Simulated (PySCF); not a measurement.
# H6OSeSi2: the cost of one run

Computed with PySCF 2.14.0 and routines of our own; the level stands in each step. Atoms count from 0.

## Step 1: The system as given

10 atoms, charge 0, multiplicity 1; geometry from: GFN2-xTB.

## Step 2: Geometry optimisation at PBE0-D3(BJ)/def2-SVP

Job settings and geometry (Å):

```
{"job": {"xc": "PBE0", "basis": "def2-SVP", "d3": "d3bj", "grid": 1, "maxiter": 30, "shake": 0.01, "kind": "geom"}, "charge": 0, "multiplicity": 1}
Si    -1.625600    -0.539870    -0.310650
O     -0.443160     0.507070     0.058480
Si     1.004940     0.938110     0.567080
Se     2.542000    -0.752940     0.197010
H     -2.633210     0.350020    -0.955390
H     -2.105110    -1.113470     0.930840
H     -1.087770    -1.513730    -1.233840
H      1.396220     2.106400    -0.231090
H      0.998540     1.126980     2.036770
H      2.003600    -1.129510    -1.080250
```

On the command line:

```
$ OMP_NUM_THREADS=1 python heavy_run.py task.json out
```

This one command runs all jobs of the session in turn.

**Question.** How long does this first job take on 1 thread of Arm Neoverse V1, shared host, and how much memory does it need?

About 56 s, with a peak of 0.46 GiB.
